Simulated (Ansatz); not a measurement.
# PBE0/def2-SVP (core potential) run of CH6SiTe (SMILES C[SiH2][TeH])

What is the electronic atomisation energy of CH6SiTe at PBE0/def2-SVP (core potential)? 

Program for the calculation: Ansatz 0.2.0.

55 further runs of the same task are left out: 55 set aside as unsound or not needed. Runs told in other sessions of the task aren't counted.

### 1 Starting point

The species is CH6SiTe (9 atoms), meant as a singlet with charge 0. As SMILES, `C[SiH2][TeH]`. The shape is that of a PBE0-D4/def2-TZVP optimisation. This is one conformer, not always the lowest.

Bond lengths: C1–Si2 1.867 Å, Si2–Te3 2.500 Å, C1–H4 1.094 Å, C1–H5 1.091 Å, C1–H6 1.092 Å, Si2–H7 1.487 Å, Si2–H8 1.486 Å, Te3–H9 1.658 Å. Some angles: C1–Si2–Te3 112.6°, C1–Si2–H7 111.4°, C1–Si2–H8 110.5°, Te3–Si2–H7 103.6°, Te3–Si2–H8 109.7°, Si2–C1–H4 110.3°, Si2–C1–H5 110.6°, Si2–C1–H6 110.6°, Si2–Te3–H9 91.7°, H7–Si2–H8 108.9°.

### 2 The energy at PBE0/def2-SVP (core potential)

Contents of molecule.yaml:

```yaml
crystal:
  periodic: [false, false, false]
  atoms:
    - {symbol: C, position_ang: [-0.793600, 0.726300, -0.609100]}
    - {symbol: Si, position_ang: [0.377700, -0.686600, -0.266400]}
    - {symbol: Te, position_ang: [1.980400, -0.179800, 1.584400]}
    - {symbol: H, position_ang: [-1.456300, 0.475200, -1.442000]}
    - {symbol: H, position_ang: [-0.240000, 1.632000, -0.862400]}
    - {symbol: H, position_ang: [-1.409800, 0.936300, 0.267700]}
    - {symbol: H, position_ang: [1.262200, -0.952200, -1.431600]}
    - {symbol: H, position_ang: [-0.380500, -1.924300, 0.053300]}
    - {symbol: H, position_ang: [0.748200, -0.073200, 2.689000]}
basis:
  gaussian:
    orbitals: def2-SVP
magnetization:
  spin_polarized: false
  initial_magnetization: 0
hamiltonian:
  xc: pbe0
accuracy: high
output: {orbitals: {seedname: orbitals}}
```

Run with:

```console
$ ansatz run molecule.yaml --threads 1 --pin off --max-ram 2610MiB --events-out events.jsonl --progress --plain --runs-dir runs
```

Output:

```text
Warning: RAYON_NUM_THREADS=1 ignored (pool sized by the plan → 1); use --threads N
Functional definition: PBE0
  name "PBE0"
  parameter a = 0.25
  parameter kappa = 0.804
  parameter beta = 0.06672455060314922
  exchange = (1 - a)*pbe_x(kappa = kappa, mu = beta*pi^2/3) + a*exact_x
  correlation = pbe_c(beta = beta)
2131 factors; integrals over basis functions are off by at most 3.5e-9 eV
mean field evaluation 1: about -16294.5619 eV, gradient 3.9e1 eV
mean field evaluation 2: about -16293.1072 eV, gradient 4.4e1 eV
mean field evaluation 4: about -16298.3391 eV, gradient 1.1e0 eV
mean field evaluation 8: about -16298.4807 eV, gradient 1.2e-1 eV
mean field evaluation 16: about -16298.4808 eV, gradient 1.4e-5 eV
mean field -16298.48076033 eV, -598.9581204349 hartree, gradient 3.0e-8 eV, S^2 0.000000; 0 other end points of the search recorded, 0 dependent functions left out
reference -16298.48076279 eV, -598.9581205255 hartree; 25, 25 occupied and 63, 63 virtual orbitals, 2131 factors
Total energy: -16298.48076279 eV, -598.9581205255 hartree
```

Run time: 9.3 s. Hardware: 1 thread of Arm Neoverse V1, shared host; peak memory 0.31 GiB.

### 3 The C atom at the same level

Contents of in.yaml:

```yaml
basis:
  gaussian: {orbitals: def2-SVP}
crystal:
  periodic: [false, false, false]
  atoms:
    - {symbol: C, position_ang: [0.000000, 0.000000, 0.000000]}
total_charge: 0
magnetization: {spin_polarized: true, initial_magnetization: 2}
hamiltonian: {xc: pbe0}
accuracy: high
```

Run with:

```console
$ ansatz run in.yaml --threads 1 --pin off --max-ram 2610MiB --events-out events.jsonl --progress --plain --runs-dir runs
```

Output (excerpt; [...] marks lines left out):

```text
Warning: RAYON_NUM_THREADS=1 ignored (pool sized by the plan → 1); use --threads N
[... 7 set-up lines as earlier in the session ...]
95 factors; integrals over basis functions are off by at most 1.9e-9 eV
mean field evaluation 1: about -1027.4469 eV, gradient 3.5e0 eV
mean field evaluation 2: about -1027.5152 eV, gradient 8.1e-1 eV
mean field evaluation 4: about -1027.5196 eV, gradient 2.5e-1 eV
mean field evaluation 8: about -1027.5200 eV, gradient 2.8e-5 eV
mean field -1027.52000482 eV, -37.7606636989 hartree, gradient 3.8e-8 eV, S^2 2.002432; 0 other end points of the search recorded, 0 dependent functions left out
reference -1027.52000597 eV, -37.7606637411 hartree; 4, 2 occupied and 10, 12 virtual orbitals, 95 factors
Total energy: -1027.52000597 eV, -37.7606637411 hartree
```

Run time: 0.28 s. Hardware: 1 thread of Arm Neoverse V1, shared host.

### 4 The H atom at the same level

Contents of job.yaml:

```yaml
crystal:
  periodic: [false, false, false]
  atoms:
    - {symbol: H, position_ang: [0.000000, 0.000000, 0.000000]}
basis:
  gaussian:
    orbitals: def2-SVP
hamiltonian:
  xc: pbe0
magnetization:
  spin_polarized: true
  initial_magnetization: 1
accuracy: high
```

Run with:

```console
$ ansatz run job.yaml --threads 1 --pin off --max-ram 2610MiB --events-out events.jsonl --progress --plain --runs-dir runs
```

Output (excerpt; [...] marks lines left out):

```text
Warning: RAYON_NUM_THREADS=1 ignored (pool sized by the plan → 1); use --threads N
[... 7 set-up lines as earlier in the session ...]
15 factors; integrals over basis functions are off by at most 8.9e-10 eV
mean field evaluation 1: about -13.6123 eV, gradient 3.3e-1 eV
mean field evaluation 2: about -13.6122 eV, gradient 3.3e-1 eV
mean field evaluation 4: about -13.6136 eV, gradient 4.5e-6 eV
mean field evaluation 8: about -13.6136 eV, gradient 1.3e-10 eV
mean field -13.61360498 eV, -0.5002907553 hartree, gradient 2.2e-10 eV, S^2 0.750000; 0 other end points of the search recorded, 0 dependent functions left out
reference -13.61360633 eV, -0.5002908051 hartree; 1, 0 occupied and 4, 5 virtual orbitals, 15 factors
Total energy: -13.61360633 eV, -0.5002908051 hartree
```

Run time: 0.1 s. Hardware: 1 thread of Arm Neoverse V1, shared host.

### 5 The Si atom, same level

Contents of input.yaml:

```yaml
crystal:
  periodic: [false, false, false]
  atoms:
    - {symbol: Si, position_ang: [0.000000, 0.000000, 0.000000]}
basis:
  gaussian:
    orbitals: def2-SVP
magnetization:
  spin_polarized: true
  initial_magnetization: 2
hamiltonian:
  xc: pbe0
accuracy: high
```

Run the same way, it converges to -289.15194 Eh (log not shown).

### 6 The Te atom, same level

Contents of run.yaml:

```yaml
crystal:
  periodic: [false, false, false]
  atoms:
    - symbol: Te
      position_ang: [0.000000, 0.000000, 0.000000]
basis:
  gaussian: {orbitals: def2-SVP}
magnetization: {spin_polarized: true, initial_magnetization: 2}
hamiltonian: {xc: pbe0}
accuracy: high
```

Run the same way, it converges to -267.98598 Eh (log not shown).

### 7 Summary of results

Level: PBE0/def2-SVP (core potential).

| quantity | value |
| --- | --- |
| molecule: total energy | -598.95812 Eh |
| molecule: HOMO energy | -6.30 eV |
| molecule: LUMO energy | -0.31 eV |
| molecule: HOMO–LUMO gap | 5.99 eV |
| C atom: total energy | -37.76066 Eh |
| C atom: ⟨S²⟩ | 2.002 |
| H atom: total energy | -0.50029 Eh |
| H atom: ⟨S²⟩ | 0.750 |
| Si atom: total energy | -289.15194 Eh |
| Si atom: ⟨S²⟩ | 2.004 |
| Te atom: total energy | -267.98598 Eh |
| Te atom: ⟨S²⟩ | 2.002 |
| electronic atomisation energy | 28.784 eV |

In words: Taking the molecule apart into free atoms costs 28.78 eV (2777 kJ/mol), before zero-point energy and without spin-orbit coupling.
